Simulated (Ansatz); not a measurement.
**BCl₂FH₂ (built from SMILES FB(Cl)Cl.[H][H]): search for a transition state**

Aim: find the saddle point of a four-centre ligand exchange that is to form B1–H6, F2–H5 and break B1–F2, H5–H6, prove it by its vibrations, and relax downhill on both sides to see what it joins.

Computed with Ansatz 0.2.0, Gaussian basis. Level: PBE0-D4, def2-SVP first, then def2-TZVP.

152 further runs of the same task are left out: 152 set aside as unsound or not needed.

### Step 1. Starting geometry

The guess: 6 atoms, charge 0, spin multiplicity 1.

Atoms are counted from 1 here; the program's logs count them from 0.

Bond lengths: B1–Cl3 1.759 Å, B1–Cl4 1.759 Å, B1–H6 1.297 Å. Angles: Cl3–B1–Cl4 120.8°, Cl3–B1–H6 112.3°, Cl4–B1–H6 112.3°.

Geometry (Å):

```xyz
6

B    -0.1943    0.2512   -0.0861
F     1.2258   -0.5733   -0.3673
Cl   -1.2126    0.0500   -1.5063
Cl    0.2319    1.8547    0.4981
H     0.4785   -1.0321    0.5844
H    -0.5293   -0.5506    0.8772
```

Distances that are to change: B1–H6 1.30 Å, F2–H5 1.29 Å, B1–F2 1.67 Å, H5–H6 1.15 Å.

### Step 2. Relaxing the guess with the reacting distances held

The input, hold/in.yaml:

```yaml
crystal:
  periodic: [false, false, false]
  atoms:
    - {symbol: B, position_ang: [-0.194300, 0.251200, -0.086100]}
    - {symbol: F, position_ang: [1.225800, -0.573300, -0.367300]}
    - {symbol: Cl, position_ang: [-1.212600, 0.050000, -1.506300]}
    - {symbol: Cl, position_ang: [0.231900, 1.854700, 0.498100]}
    - {symbol: H, position_ang: [0.478500, -1.032100, 0.584400]}
    - {symbol: H, position_ang: [-0.529300, -0.550600, 0.877200]}
basis:
  gaussian: {orbitals: def2-SVP}
hamiltonian: {xc: pbe0, dispersion: d4}
relax: {f_tol: 0.04, max_steps: 150, escape_saddle: false, constraints: [{distance: [0, 5]}, {distance: [1, 4]}, {distance: [0, 1]}, {distance: [4, 5]}]}
```

Started as:

```console
ansatz run in.yaml --threads 2 --pin off --events-out ev --progress --plain --max-ram 4352MiB
```

Log, cut to the lines that bear on the results:

```text
Functional definition: PBE0
  name "PBE0"
  cite "Adamo & Barone, J. Chem. Phys. 110, 6158 (1999) doi:10.1063/1.478522"
  cite "Perdew, Burke & Ernzerhof, Phys. Rev. Lett. 77, 3865 (1996) doi:10.1103/PhysRevLett.77.3865"
  parent pbe
[...]
763 factors; integrals over basis functions are off by at most 2.9e-4 eV
[...]
mean field -28449.71601347 eV, -1045.5077795850 hartree, gradient 2.5e-5 eV, S^2 0.000000; 0 other end points of the search recorded, 0 dependent functions left out
[...]
reference -28449.71603185 eV, -1045.5077802603 hartree; 25, 25 occupied and 49, 49 virtual orbitals, 763 factors
relax step   1: F+E_penalty+E_count = -28449.82617192 eV  Δ(F+E_penalty+E_count) = +0.000e0 eV  max|allowed force component| = 4.209e-1 eV/Å  Δτ_max = 0.0000 Å  (25 SCF iters, accepted)
[...]
relax step   2: F+E_penalty+E_count = -28449.87500736 eV  Δ(F+E_penalty+E_count) = -4.884e-2 eV  max|allowed force component| = 1.592e-1 eV/Å  Δτ_max = 0.0575 Å  (30 SCF iters, accepted)
[...]
relax step   3: F+E_penalty+E_count = -28449.88070892 eV  Δ(F+E_penalty+E_count) = -5.702e-3 eV  max|allowed force component| = 1.417e-2 eV/Å  Δτ_max = 0.0214 Å  (30 SCF iters, accepted)
  distance B 0 - H 5 held at 1.297326 Å   reaction = -6.5068e-1 eV/Å
  distance F 1 - H 4 held at 1.294097 Å   reaction = +1.6262e0 eV/Å
  distance B 0 - F 1 held at 1.666001 Å   reaction = +9.8397e-1 eV/Å
  distance H 4 - H 5 held at 1.154658 Å   reaction = +1.3734e0 eV/Å
763 factors; integrals over basis functions are off by at most 4.0e-4 eV
[...]
mean field -28449.77366841 eV, -1045.5098983648 hartree, gradient 1.8e-5 eV, S^2 0.000000; 1 other end points of the search recorded, 0 dependent functions left out
[...]
reference -28449.77368650 eV, -1045.5098990295 hartree; 25, 25 occupied and 49, 49 virtual orbitals, 763 factors
Total energy: -28449.88072701 eV, -1045.5138326959 hartree
Atom 0 at    -0.148597     0.233021    -0.102708 Å, force     1.035551    -0.107910    -0.649940 eV/Å
Atom 1 at     1.268667    -0.599445    -0.374595 Å, force    -1.868509     0.023253     1.325649 eV/Å
Atom 2 at    -1.231237     0.027991    -1.479291 Å, force     0.006148    -0.014167     0.000233 eV/Å
Atom 3 at     0.217159     1.837502     0.530450 Å, force     0.011271    -0.007435     0.007399 eV/Å
Atom 4 at     0.452695    -0.979138     0.555304 Å, force    -0.179639     1.026938    -0.795087 eV/Å
Atom 5 at    -0.558687    -0.520031     0.870839 Å, force     0.995177    -0.920679     0.111747 eV/Å
Dipole moment:    -0.073232    -0.321402     0.342197 e Å
```

Run time: 4.3 s. Hardware: 2 threads of Arm Neoverse V2, shared host.

The steps of the relaxation:

| step | energy from step 1 (eV) | largest force component (eV/Å) |
| --- | --- | --- |
| 1 | 0.0000 | 0.4209 |
| 2 | -0.0488 | 0.1592 |
| 3 | -0.0545 | 0.0142 |

Distances of close pairs at the start and the end, largest changes first:

| bond | before (Å) | after (Å) | change (Å) |
| --- | --- | --- | --- |
| B1–Cl4 | 1.759 | 1.763 | +0.004 |
| B1–Cl3 | 1.759 | 1.763 | +0.004 |
| B1–H6 | 1.297 | 1.297 | +0.000 |

### Step 3. A starting Hessian

The input, hessian/in.yaml:

```yaml
crystal:
  periodic: [false, false, false]
  atoms:
    - {symbol: B, position_ang: [-0.148597, 0.233021, -0.102708]}
    - {symbol: F, position_ang: [1.268667, -0.599445, -0.374595]}
    - {symbol: Cl, position_ang: [-1.231237, 0.027991, -1.479291]}
    - {symbol: Cl, position_ang: [0.217159, 1.837502, 0.530450]}
    - {symbol: H, position_ang: [0.452695, -0.979138, 0.555304]}
    - {symbol: H, position_ang: [-0.558687, -0.520031, 0.870839]}
basis:
  gaussian: {orbitals: def2-SVP}
hamiltonian: {xc: pbe0, dispersion: d4}
phonons: {}
scf: {lower_state_search: off}
```

Started as:

```console
ansatz run in.yaml --threads 2 --pin off --events-out ev --progress --plain --max-ram 4352MiB
```

Log, cut to the lines that bear on the results:

```text
[... 5 set-up lines as earlier in the session ...]
[...]
764 factors; integrals over basis functions are off by at most 3.2e-4 eV
[...]
mean field -28449.77366094 eV, -1045.5098980903 hartree, gradient 3.3e-6 eV, S^2 0.000000; 0 other end points of the search recorded, 0 dependent functions left out
[...]
reference -28449.77367905 eV, -1045.5098987558 hartree; 25, 25 occupied and 49, 49 virtual orbitals, 764 factors
[... from here to the last solve, the lines of the solves are left out (35 solves) ...]
764 factors; integrals over basis functions are off by at most 3.2e-4 eV
mean field -28449.77335426 eV, -1045.5098868201 hartree, gradient 1.5e-6 eV, S^2 0.000000; 0 other end points of the search recorded, 0 dependent functions left out
[...]
WARN: phonons: modes at or below zero, which the zero-point energy, F, S and C_V leave out: 1, the lowest at -1450.23 cm⁻¹. A minimum has none, and a first-order saddle one
Total energy: -28449.88071958 eV, -1045.5138324227 hartree
Atom 0 at    -0.148597     0.233021    -0.102708 Å, force     1.035532    -0.107952    -0.649889 eV/Å
Atom 1 at     1.268667    -0.599445    -0.374595 Å, force    -1.868578     0.023357     1.325608 eV/Å
Atom 2 at    -1.231237     0.027991    -1.479291 Å, force     0.006180    -0.014152     0.000202 eV/Å
Atom 3 at     0.217159     1.837502     0.530450 Å, force     0.011299    -0.007431     0.007362 eV/Å
Atom 4 at     0.452695    -0.979138     0.555304 Å, force    -0.179612     1.026836    -0.795014 eV/Å
Atom 5 at    -0.558687    -0.520031     0.870839 Å, force     0.995178    -0.920659     0.111732 eV/Å
Dipole moment:    -0.073231    -0.321402     0.342197 e Å
Vibrations: -1450.23 247.01 288.59 385.20 697.74 713.22 773.62 978.10 1185.80 1235.48 1740.71 2268.92 cm⁻¹, zero-point energy 0.651809 eV
Checks for a lower state left out: stability, starts, cluster_reference, orbital_swaps, neighbouring_geometries, increment
```

It took 24 s on 2 threads of Arm Neoverse V2, shared host.

The structure is not stationary yet, so these wavenumbers are no spectrum; the search needs only the force constants.

### Step 4. Saddle search in the small basis

The search itself is an outer loop (partitioned rational-function steps, Bofill update of the Hessian). Each step is one single-point run with forces. It stops when the largest force is under 0.04 eV/Å and the followed curvature is negative. The first step's input:

The input, presaddle/in.yaml:

```yaml
crystal:
  periodic: [false, false, false]
  atoms:
    - {symbol: B, position_ang: [-0.148597, 0.233021, -0.102708]}
    - {symbol: F, position_ang: [1.268667, -0.599445, -0.374595]}
    - {symbol: Cl, position_ang: [-1.231237, 0.027991, -1.479291]}
    - {symbol: Cl, position_ang: [0.217159, 1.837502, 0.530450]}
    - {symbol: H, position_ang: [0.452695, -0.979138, 0.555304]}
    - {symbol: H, position_ang: [-0.558687, -0.520031, 0.870839]}
basis:
  gaussian: {orbitals: def2-SVP}
hamiltonian: {xc: pbe0, dispersion: d4}
output: {forces: true}
scf: {lower_state_search: off}
```

Started as:

```console
ansatz run in.yaml --threads 2 --pin off --events-out ev --progress --plain --max-ram 4352MiB
```

Step by step:

| step | energy (eV) | largest force (eV/Å) | followed curvature (eV/Å²) |
| --- | --- | --- | --- |
| 1 | -28449.88069 | 1.8686 | -16.52 |
| 2 | -28450.09168 | 0.8583 | -16.33 |
| 3 | -28450.11514 | 0.2389 | -16.37 |
| 4 | -28450.11724 | 0.0181 | -16.70 |

The 4 steps took 3 s in all (2 threads of Arm Neoverse V2, shared host).

### Step 5. Saddle search in triple zeta

The search itself is an outer loop (partitioned rational-function steps, Bofill update of the Hessian). Each step is one single-point run with forces. It stops when the largest force is under 0.01 eV/Å and the followed curvature is negative. The first step's input:

The input, saddle/in.yaml:

```yaml
crystal:
  periodic: [false, false, false]
  atoms:
    - {symbol: B, position_ang: [-0.154748, 0.242324, -0.106672]}
    - {symbol: F, position_ang: [1.190477, -0.613882, -0.305254]}
    - {symbol: Cl, position_ang: [-1.224144, 0.039959, -1.494285]}
    - {symbol: Cl, position_ang: [0.223700, 1.848784, 0.514697]}
    - {symbol: H, position_ang: [0.457419, -0.938208, 0.515061]}
    - {symbol: H, position_ang: [-0.492704, -0.579077, 0.876453]}
basis:
  gaussian: {orbitals: def2-TZVP}
hamiltonian: {xc: pbe0, dispersion: d4}
output: {forces: true}
scf: {lower_state_search: off}
```

Started as:

```console
ansatz run in.yaml --threads 2 --pin off --events-out ev --progress --plain --max-ram 4352MiB
```

The driver's record:

| step | energy (eV) | largest force (eV/Å) | followed curvature (eV/Å²) |
| --- | --- | --- | --- |
| 1 | -28462.68339 | 0.1002 | -16.70 |
| 2 | -28462.68473 | 0.0208 | -16.69 |
| 3 | -28462.68476 | 0.0036 | -16.31 |

The 3 steps took 4.9 s in all (2 threads of Arm Neoverse V2, shared host).

The point found:

| atom | x (Å) | y (Å) | z (Å) |
| --- | --- | --- | --- |
| B1 | -0.1558 | 0.2406 | -0.1044 |
| F2 | 1.1908 | -0.6154 | -0.3041 |
| Cl3 | -1.2219 | 0.0392 | -1.4894 |
| Cl4 | 0.2224 | 1.8435 | 0.5146 |
| H5 | 0.4555 | -0.9337 | 0.5123 |
| H6 | -0.4909 | -0.5743 | 0.8709 |

Followed mode, largest move set to 1: H5 (0.85, -0.12, -0.50); B1 (-0.65, 0.19, 0.30); F2 (-0.01, -0.45, 0.41); H6 (-0.22, 0.27, -0.08).

### Step 6. Vibrations at the point found

The input, vib/in.yaml:

```yaml
crystal:
  periodic: [false, false, false]
  atoms:
    - {symbol: B, position_ang: [-0.155800, 0.240604, -0.104365]}
    - {symbol: F, position_ang: [1.190782, -0.615415, -0.304093]}
    - {symbol: Cl, position_ang: [-1.221896, 0.039179, -1.489412]}
    - {symbol: Cl, position_ang: [0.222365, 1.843529, 0.514600]}
    - {symbol: H, position_ang: [0.455490, -0.933653, 0.512350]}
    - {symbol: H, position_ang: [-0.490941, -0.574345, 0.870922]}
basis:
  gaussian: {orbitals: def2-TZVP}
hamiltonian: {xc: pbe0, dispersion: d4}
phonons: {temperatures: {t_min: 298.15, t_max: 900, t_step: 200}}
```

Started as:

```console
ansatz run in.yaml --threads 2 --pin off --events-out ev --progress --plain --max-ram 4352MiB
```

Log, cut to the lines that bear on the results:

```text
[... 5 set-up lines as earlier in the session ...]
[...]
949 factors; their error is unknown
[...]
mean field -28462.57845043 eV, -1045.9804654246 hartree, gradient 1.8e-5 eV, S^2 0.000000; 0 other end points of the search recorded, 0 dependent functions left out
[...]
reference -28462.57847520 eV, -1045.9804663349 hartree; 25, 25 occupied and 123, 123 virtual orbitals, 949 factors
[... from here to the last solve, the lines of the solves are left out (21 solves) ...]
949 factors; their error is unknown
[...]
mean field -28462.57842799 eV, -1045.9804645999 hartree, gradient 2.4e-6 eV, S^2 0.000000; 0 other end points of the search recorded, 0 dependent functions left out
[...]
reference -28462.57845276 eV, -1045.9804655103 hartree; 25, 25 occupied and 123, 123 virtual orbitals, 949 factors
WARN: phonons: modes at or below zero, which the zero-point energy, F, S and C_V leave out: 1, the lowest at -1205.68 cm⁻¹. A minimum has none, and a first-order saddle one
Total energy: -28462.68476139 eV, -1045.9843722804 hartree
Atom 0 at    -0.155800     0.240604    -0.104365 Å, force     0.000318    -0.003219     0.002670 eV/Å
Atom 1 at     1.190782    -0.615415    -0.304093 Å, force     0.000100    -0.000787     0.000637 eV/Å
Atom 2 at    -1.221896     0.039179    -1.489412 Å, force    -0.000984     0.000199    -0.001646 eV/Å
Atom 3 at     0.222365     1.843529     0.514600 Å, force     0.000361     0.001881     0.000222 eV/Å
Atom 4 at     0.455490    -0.933653     0.512350 Å, force     0.003599     0.000465    -0.003012 eV/Å
Atom 5 at    -0.490941    -0.574345     0.870922 Å, force    -0.003393     0.001462     0.001130 eV/Å
Dipole moment:     0.003161    -0.309759     0.276619 e Å
Vibrations: -1205.68 247.07 260.93 377.12 690.28 705.37 827.90 918.79 1146.36 1373.57 1983.86 2243.55 cm⁻¹, zero-point energy 0.667951 eV
```

Run time: 35 s. Hardware: 2 threads of Arm Neoverse V2, shared host.

Wavenumbers and character of the modes:

| mode | wavenumber (cm⁻¹) | character |
| --- | --- | --- |
| 1 | 1206i | changes F2–H5, H5–H6 |
| 2 | 247 | bend |
| 3 | 261 | not assigned (largely outside the bonds, angles and torsions drawn) |
| 4 | 377 | not assigned (largely outside the bonds, angles and torsions drawn) |
| 5 | 690 | B–Cl stretch |
| 6 | 705 | bend |
| 7 | 828 | F–H stretch with bend |
| 8 | 919 | B–Cl stretch |
| 9 | 1146 | not assigned (largely outside the bonds, angles and torsions drawn) |
| 10 | 1374 | not assigned (largely outside the bonds, angles and torsions drawn) |
| 11 | 1984 | not assigned (largely outside the bonds, angles and torsions drawn) |
| 12 | 2244 | not assigned (largely outside the bonds, angles and torsions drawn) |

Vibrational sums (real modes only):

| T (K) | entropy (J/mol/K) | heat capacity (J/mol/K) |
| --- | --- | --- |
| 298 | 22.9 | 34.1 |
| 498 | 45.2 | 53.0 |
| 698 | 65.1 | 64.9 |
| 898 | 82.5 | 72.5 |

### Step 7. Relaxing after a step of 0.30 Å one way along the mode

The input, downa/in.yaml:

```yaml
crystal:
  periodic: [false, false, false]
  atoms:
    - {symbol: B, position_ang: [-0.350017, 0.296251, -0.014499]}
    - {symbol: F, position_ang: [1.188716, -0.749012, -0.182323]}
    - {symbol: Cl, position_ang: [-1.223451, 0.050963, -1.513278]}
    - {symbol: Cl, position_ang: [0.229702, 1.866425, 0.503076]}
    - {symbol: H, position_ang: [0.711877, -0.970870, 0.361086]}
    - {symbol: H, position_ang: [-0.556827, -0.493857, 0.845937]}
basis:
  gaussian: {orbitals: def2-TZVP}
hamiltonian: {xc: pbe0, dispersion: d4}
relax: {f_tol: 0.005, max_steps: 200}
```

Started as:

```console
ansatz run in.yaml --threads 2 --pin off --events-out ev --progress --plain --max-ram 4352MiB
```

Log, cut to the lines that bear on the results:

```text
[... 5 set-up lines as earlier in the session ...]
[...]
949 factors; their error is unknown
[...]
mean field -28461.44062255 eV, -1045.9386510214 hartree, gradient 2.9e-5 eV, S^2 0.000000; 0 other end points of the search recorded, 0 dependent functions left out
[...]
reference -28461.44064729 eV, -1045.9386519307 hartree; 25, 25 occupied and 123, 123 virtual orbitals, 949 factors
relax step   1: F+E_penalty+E_count = -28461.54552811 eV  Δ(F+E_penalty+E_count) = +0.000e0 eV  max|allowed force component| = 1.437e1 eV/Å  Δτ_max = 0.0000 Å  (26 SCF iters, accepted)
[...]
949 factors; their error is unknown
[...]
mean field -28463.46822233 eV, -1046.0131639391 hartree, gradient 1.2e-5 eV, S^2 0.000000; 1 other end points of the search recorded, 0 dependent functions left out
[...]
reference -28463.46824897 eV, -1046.0131649180 hartree; 25, 25 occupied and 123, 123 virtual orbitals, 949 factors
Total energy: -28463.56271969 eV, -1046.0166366528 hartree
Atom 0 at    -0.777110     0.580659     0.037227 Å, force     0.000076     0.000540    -0.000545 eV/Å
Atom 1 at     1.510663    -1.003140    -0.185558 Å, force     0.000020    -0.000031     0.000013 eV/Å
Atom 2 at    -1.350498     0.268187    -1.570747 Å, force     0.000128    -0.000006     0.000176 eV/Å
Atom 3 at     0.073865     2.047662     0.405654 Å, force    -0.000032    -0.000208    -0.000049 eV/Å
Atom 4 at     1.570205    -1.707249     0.405545 Å, force     0.000101     0.000018    -0.000088 eV/Å
Atom 5 at    -1.027125    -0.186218     0.907877 Å, force    -0.000295    -0.000312     0.000493 eV/Å
Dipole moment:     0.086666    -0.414254     0.310544 e Å
```

Wall time 38 s (2 threads of Arm Neoverse V2, shared host).

The steps of the relaxation:

| step | energy from step 1 (eV) | largest force component (eV/Å) |
| --- | --- | --- |
| 1 | 0.0000 | 14.3736 |
| 2 | -1.6421 | 0.9960 |
| 3 | -1.7271 | 1.6091 |
| 4 | -1.8612 | 1.0839 |
| 5 | -1.9628 | 0.3448 |
| 6 | -1.9990 | 0.3697 |
| 7 | -2.0044 | 0.6685 |
| 8 | -2.0143 | 0.1988 |
| 9 | -2.0162 | 0.1382 |
| 10 | -2.0171 | 0.0275 |
| 11 | -2.0171 | 0.0200 |
| 12 | -2.0171 | 0.0129 |
| 13 | -2.0171 | 0.0106 |
| 14 | -2.0172 | 0.0116 |
| 15 | -2.0172 | 0.0061 |
| 16 | -2.0172 | 0.0005 |
| 17 | -2.0171 | 0.0693 |
| 18 | -2.0172 | 0.0005 |

Distances of close pairs at the start and the end, largest changes first:

| bond | before (Å) | after (Å) | change (Å) |
| --- | --- | --- | --- |
| F2–H5 | 0.756 | 0.921 | +0.165 |
| B1–Cl4 | 1.752 | 1.736 | -0.016 |
| B1–Cl3 | 1.752 | 1.736 | -0.016 |
| B1–H6 | 1.186 | 1.187 | +0.001 |

### Step 8. Relaxing after a step of 0.30 Å the other way along the mode

The input, downb/in.yaml:

```yaml
crystal:
  periodic: [false, false, false]
  atoms:
    - {symbol: B, position_ang: [0.038417, 0.184958, -0.194231]}
    - {symbol: F, position_ang: [1.192847, -0.481819, -0.425864]}
    - {symbol: Cl, position_ang: [-1.220341, 0.027396, -1.465547]}
    - {symbol: Cl, position_ang: [0.215028, 1.820633, 0.526123]}
    - {symbol: H, position_ang: [0.199103, -0.896435, 0.663613]}
    - {symbol: H, position_ang: [-0.425054, -0.654833, 0.895906]}
basis:
  gaussian: {orbitals: def2-TZVP}
hamiltonian: {xc: pbe0, dispersion: d4}
relax: {f_tol: 0.005, max_steps: 200}
```

Started as:

```console
ansatz run in.yaml --threads 2 --pin off --events-out ev --progress --plain --max-ram 4352MiB
```

Log, cut to the lines that bear on the results:

```text
[... 5 set-up lines as earlier in the session ...]
[...]
949 factors; their error is unknown
[...]
mean field -28463.17631319 eV, -1046.0024364758 hartree, gradient 5.1e-5 eV, S^2 0.000000; 0 other end points of the search recorded, 0 dependent functions left out
[...]
reference -28463.17633857 eV, -1046.0024374086 hartree; 25, 25 occupied and 123, 123 virtual orbitals, 949 factors
relax step   1: F+E_penalty+E_count = -28463.28417459 eV  Δ(F+E_penalty+E_count) = +0.000e0 eV  max|allowed force component| = 3.122e0 eV/Å  Δτ_max = 0.0000 Å  (26 SCF iters, accepted)
[...]
949 factors; their error is unknown
mean field -28464.60209046 eV, -1046.0548328242 hartree, gradient 1.0e-5 eV, S^2 0.000000; 1 other end points of the search recorded, 0 dependent functions left out
[...]
reference -28464.60211909 eV, -1046.0548338763 hartree; 25, 25 occupied and 123, 123 virtual orbitals, 949 factors
Total energy: -28464.70373529 eV, -1046.0585682029 hartree
Atom 0 at     0.274493     0.624394    -0.760021 Å, force     0.000409    -0.000400     0.000065 eV/Å
Atom 1 at     1.341910    -0.130494    -0.849618 Å, force     0.000471    -0.000061    -0.000285 eV/Å
Atom 2 at    -1.132187     0.222733    -1.699887 Å, force    -0.000438     0.000223    -0.000000 eV/Å
Atom 3 at     0.300051     2.012056     0.287437 Å, force    -0.000367     0.000312     0.000099 eV/Å
Atom 4 at    -0.070866    -1.539665     1.437337 Å, force    -0.000017    -0.000389     0.000363 eV/Å
Atom 5 at    -0.713401    -1.189124     1.584751 Å, force    -0.000058     0.000315    -0.000242 eV/Å
Dipole moment:    -0.051265     0.022321     0.016849 e Å
```

It took 40 s on 2 threads of Arm Neoverse V2, shared host.

Relaxation path: (the energy doesn't fall at every step)

| step | energy from step 1 (eV) | largest force component (eV/Å) |
| --- | --- | --- |
| 1 | 0.0000 | 3.1217 |
| 2 | -0.4247 | 1.1437 |
| 3 | -0.6718 | 1.4959 |
| 4 | -0.8753 | 1.5929 |
| 5 | -1.1007 | 1.0888 |
| 6 | -1.2851 | 1.0533 |
| 7 | -1.3858 | 0.3800 |
| 8 | -1.3880 | 0.7261 |
| 9 | -1.3585 | 0.7804 |
| 10 | -1.4144 | 0.0672 |
| 11 | -1.4176 | 0.0172 |
| 12 | -1.4182 | 0.1617 |
| 13 | -1.4191 | 0.0989 |
| 14 | -1.4193 | 0.0252 |
| 15 | -1.4194 | 0.0154 |
| 16 | -1.4195 | 0.0204 |
| 17 | -1.4195 | 0.0077 |
| 18 | -1.4195 | 0.0005 |

Close pairs (by a distance rule), those that changed most:

| bond | before (Å) | after (Å) | change (Å) |
| --- | --- | --- | --- |
| B1–H5 | 1.390 | 3.103 | +1.714 |
| B1–Cl3 | 1.796 | 1.739 | -0.057 |
| B1–Cl4 | 1.796 | 1.739 | -0.057 |
| B1–F2 | 1.353 | 1.310 | -0.043 |
| H5–H6 | 0.708 | 0.747 | +0.038 |

### Step 9. The three structures

| pair | start side (Å) | saddle (Å) | end side (Å) |
| --- | --- | --- | --- |
| B1–H6 | 3.125 | 1.314 | 1.187 |
| F2–H5 | 3.035 | 1.144 | 0.921 |
| B1–F2 | 1.310 | 1.608 | 2.791 |
| H5–H6 | 0.747 | 1.074 | 3.052 |

### Step 10. Results

| quantity | value |
| --- | --- |
| imaginary mode | 1206i cm⁻¹ |
| barrier from the start side | 194.8 kJ/mol |
| barrier from the end side | 84.7 kJ/mol |
| energy of the step | +110.1 kJ/mol |
| pairs that change | B1–H6 formed, F2–H5 formed, B1–F2 broken, H5–H6 broken |
| zero-point energy at the saddle | 0.668 eV |

What this shows: The point has a single imaginary mode (1206i cm⁻¹), as a transition state must. Going downhill both ways gives the intended start and end. At PBE0-D4/def2-TZVP the electronic barrier is 194.8 kJ/mol, about 79 kT at 298 K, and the step runs 110.1 kJ/mol uphill. With so stiff a mode tunnelling counts: Wigner's rough correction is a factor of 2.4 at 298 K. A step off the saddle overshot and began above it in energy, so the link to its end is likely but not proven.
